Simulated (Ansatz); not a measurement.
# FH2MoNOS: a ladder of functionals and wavefunction methods

One table from this session's results is given with a row withheld; the runs are named, their logs left out.

The runs use Ansatz 0.2.0, Gaussian basis; functionals in def2-TZVPP, the program's frozen cores in correlated methods.

Levels to be run: LDA (SPW92), PBE-D4, revPBE-D4, BLYP-D4, r2SCAN-D4, B97M-V, PBE0-D4, B3LYP-D4, r2SCANh-D4, r2SCAN0-D4, HSE06-D4, BHLYP-D4, CAM-B3LYP-D4, LC-ωPBE, ωB97X-V, ωB97M-V, B2PLYP, PBE-QIDH; CCSD(T)/def2-SVP; CCSD(T)/def2-TZVPP; MP2/def2-QZVPP; extrapolation to the limit; RPA on PBE.

1 further run of the same task is left out (for a known fault of the program).

### The relaxed structure

The geometry comes from an earlier relaxation with PBE0-D4 in a triple-zeta def2 set; it is a stationary point, not always the lowest conformer. Mo takes the def2 core potential; no spin-orbit term is included.

SMILES `[NH2][Mo](=[O])([F])=[S]`, 7 atoms, charge 0, spin multiplicity 1.

Atoms are counted from 1 here; the program's logs count them from 0.

Bond lengths: N1–Mo2 1.906 Å, N1–H6 1.010 Å, N1–H7 1.010 Å, Mo2–O3 1.667 Å, Mo2–F4 1.849 Å, Mo2–S5 2.109 Å. Angles: Mo2–N1–H6 122.0°, Mo2–N1–H7 124.5°, H6–N1–H7 112.0°, N1–Mo2–O3 107.4°, N1–Mo2–F4 110.3°, N1–Mo2–S5 107.9°, O3–Mo2–F4 110.3°, O3–Mo2–S5 110.7°, F4–Mo2–S5 110.2°.

Geometry (Å):

```mol
FH2MoNOS
  3D, bonds by distance, orders not assigned

  7  6  0  0  0  0  0  0  0  0999 V2000
   -0.6908    0.7501    0.5799 N   0  0
    0.4129   -0.5402   -0.2855 Mo  0  0
    1.7962   -0.7073    0.6297 O   0  0
   -0.4717   -2.1585   -0.4122 F   0  0
    0.8743    0.1897   -2.2093 S   0  0
   -0.5683    0.9942    1.5527 H   0  0
   -1.2913    1.4039    0.0992 H   0  0
  1  2  8  0
  2  3  8  0
  2  4  8  0
  2  5  8  0
  1  6  8  0
  1  7  8  0
M  END
```

Set-up of the first run:

in.yaml reads:

```yaml
crystal:
  periodic: [false, false, false]
  atoms:
    - {symbol: N, position_ang: [-0.690789, 0.750148, 0.579890]}
    - {symbol: Mo, position_ang: [0.412864, -0.540229, -0.285468]}
    - {symbol: O, position_ang: [1.796165, -0.707267, 0.629748]}
    - {symbol: F, position_ang: [-0.471741, -2.158538, -0.412231]}
    - {symbol: S, position_ang: [0.874324, 0.189721, -2.209343]}
    - {symbol: H, position_ang: [-0.568281, 0.994247, 1.552654]}
    - {symbol: H, position_ang: [-1.291343, 1.403919, 0.099150]}
basis:
  gaussian: {orbitals: def2-TZVPP}
hamiltonian: {xc: lda}
output: {orbitals: {seedname: orbitals}}
```

Run with:

```sh
> ansatz run in.yaml --threads 4 --pin off --events-out ev --progress --plain --max-ram 10444MiB
```

Among the steps run: LDA; PBE-D4 (GGA); revPBE-D4 (GGA); BLYP-D4 (GGA); r2SCAN-D4 (meta-GGA); B97M-V (meta-GGA); B3LYP-D4 (hybrid); r2SCANh-D4 (hybrid); r2SCAN0-D4 (hybrid); HSE06-D4 (hybrid); BHLYP-D4 (hybrid); CAM-B3LYP-D4 (range-separated); LC-ωPBE (range-separated); ωB97X-V (range-separated); ωB97M-V (range-separated); B2PLYP (double hybrid); PBE-QIDH (double hybrid).

One table of the session follows, with a row left open; its other results are not shown here.

It belongs to the step «Frontier levels by functional». 

| functional | HOMO (eV) | LUMO (eV) | gap (eV) |
| --- | --- | --- | --- |
| LDA (SPW92) | -6.78 | -3.81 | 2.96 |
| PBE-D4 | -6.59 | -3.62 | 2.98 |
| revPBE-D4 | -6.52 | -3.54 | 2.98 |
| BLYP-D4 | ? | ? | ? |
| r2SCAN-D4 | -6.90 | -3.62 | 3.27 |
| B97M-V | -6.94 | -3.56 | 3.39 |
| PBE0-D4 | -7.85 | -2.96 | 4.89 |
| B3LYP-D4 | -7.61 | -3.15 | 4.46 |
| r2SCANh-D4 | -7.36 | -3.37 | 3.99 |
| r2SCAN0-D4 | -8.06 | -2.97 | 5.09 |
| HSE06-D4 | -7.45 | -3.34 | 4.11 |
| BHLYP-D4 | -8.97 | -2.16 | 6.81 |
| CAM-B3LYP-D4 | -9.13 | -1.92 | 7.21 |
| LC-ωPBE | -10.44 | -0.88 | 9.56 |
| ωB97X-V | -10.10 | -0.91 | 9.19 |
| ωB97M-V | -9.96 | -0.91 | 9.05 |

Q: Estimate the row for BLYP-D4 from the others.

Worked estimate for «HOMO (eV)». Against the share of exact exchange, B3LYP-D4 (0.2, -7.61), BHLYP-D4 (0.5, -8.97) give a slope of -4.53 per unit share; at 0 the line stands at -6.70.

The run gave: HOMO (eV): -6.44; LUMO (eV): -3.50; gap (eV): 2.94. In «HOMO (eV)» the line misses by -0.26.
